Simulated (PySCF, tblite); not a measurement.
**Si₄H₆O₅, a fragment of a glass network (fused 3-rings): NMR shifts, core binding energies and electronic excitations**

What NMR shifts, core binding energies and electronic excitations should one expect for `O1[SiH2]O[SiH]2O[SiH2]O[SiH]1O2`? It is drawn as: Si Si Si Si, H ends, O bridges.

Programs: tblite 0.8.0 and PySCF 2.14.0. All values are calculated, for the isolated system unless a continuum is named. Atoms count from 0, parts from 1.

## (1) The system as given

15 atoms, charge 0, multiplicity 1; geometry: distance geometry start.

## (2) Geometry optimisation with GFN2-xTB

Job settings and geometry (Å):

```
{"job": {"kind": "relax", "xc": "GFN2-xTB", "basis": "xTB"}, "charge": 0, "multiplicity": 1}
O     -0.286781    -0.215860     1.978281
Si     0.556348    -1.743538     2.275687
O      1.872231    -1.954035     1.131850
Si     2.064217    -1.044916    -0.377926
O      1.522442     0.610824    -0.047344
Si    -0.149662     0.767980     0.518390
O     -1.180221     0.061776    -0.725121
Si    -0.750479    -1.348478    -1.721468
O      0.974337    -1.698320    -1.631826
H      1.060767    -1.802873     3.585238
H     -0.389593    -2.831836     2.129018
H      3.416893    -1.051132    -0.798427
H     -0.505585     2.117173     0.766238
H     -1.103359    -1.107150    -3.066429
H     -1.482174    -2.479065    -1.246040
```

Method: GFN2-xTB geometry optimisation, gas phase.

The run is started by

```bash
$ OMP_NUM_THREADS=1 python cluster_run.py task.json out
```

This one command runs all jobs of the session in turn.

**Question.** The jobs that follow are: PBE0-D3(BJ)/def2-SVP geometry optimisation, gas phase; GIAO PBE0/pcSseg-1 NMR shielding, non-relativistic, gas phase; delta-SCF UKS SCAN, pcX-2 on the ionised atom, pcseg-1 elsewhere, spin-free X2C; TDDFT CAM-B3LYP/def2-SVPD, vertical, gas phase, core orbitals frozen in the response. Predict: rotational constants (main isotopes); $^{1}$H shifts against TMS (PBE0/pcSseg-1, means over atoms taken as alike); $^{17}$O shifts against H2O (PBE0/pcSseg-1, means over atoms taken as alike); $^{29}$Si shifts against TMS (PBE0/pcSseg-1, means over atoms taken as alike); O1s binding energies, SCAN/pcX-2; Si2p binding energies, SCAN/pcX-2; lowest singlet (CAM-B3LYP/def2-SVPD); brightest single state of those computed; lowest triplet; vertical ionisation energy (ΔSCF).

The runs gave:

```
                                                                     quantity                               value
                                         rotational constants (main isotopes)                1.38, 0.94, 0.77 GHz
  $^{1}$H shifts against TMS (PBE0/pcSseg-1, means over atoms taken as alike)                5.25, 5.21, 4.66 ppm
 $^{17}$O shifts against H2O (PBE0/pcSseg-1, means over atoms taken as alike)             140.3, 114.7, 114.3 ppm
$^{29}$Si shifts against TMS (PBE0/pcSseg-1, means over atoms taken as alike)                    -28.3, -57.8 ppm
                                             O1s binding energies, SCAN/pcX-2  O8 538.24, O6 538.23, O4 538.20 eV
                                            Si2p binding energies, SCAN/pcX-2           Si3 108.89, Si7 108.58 eV
                                         lowest singlet (CAM-B3LYP/def2-SVPD)         7.85 eV (158 nm), f = 0.000
                                     brightest single state of those computed         state 5, 8.61 eV, f = 0.090
                                                               lowest triplet                             7.42 eV
                                            vertical ionisation energy (ΔSCF)                            10.79 eV
```

What this shows: The start of the PBE0/def2-SVP relaxation was shaken at random by about 0.01 Å, so part of the energy gained, and of the first lengths quoted, undoes that. Over 8 steps the energy fell by 0.523 eV; of the close pairs, O0–Si1 changed most, 1.601 to 1.670 Å (PBE0/def2-SVP). No frequency check was run at this level, so the end point may be a saddle. At SCAN/pcX-2: the O1s levels computed lie within 0.04 eV of one another, too close to rank. At SCAN/pcX-2: The Si2p levels kept as sound span 0.30 eV, from Si7 (silicon bonded to 2 O, 2 H) up to Si3 (silicon bonded to 3 O, H). The first singlet state (HOMO→LUMO+1 0.65, HOMO−1→LUMO+2 0.25) lies at 7.85 eV and is dark; of the 6 states computed, the strongest absorption comes from state 5 at 8.61 eV (the last state computed absorbs too, and its partners may lie past the list). The lowest triplet lies 0.42 eV below the lowest singlet (triplets in Tamm-Dancoff, singlets in full TDDFT). ΔSCF puts the ionisation energy at 10.79 eV, 0.74 eV above −ε(HOMO). A capped cluster stands for the solid here, so long-range fields and strain are missing, and bands or shifts of the capping hydrogens have no counterpart in it.
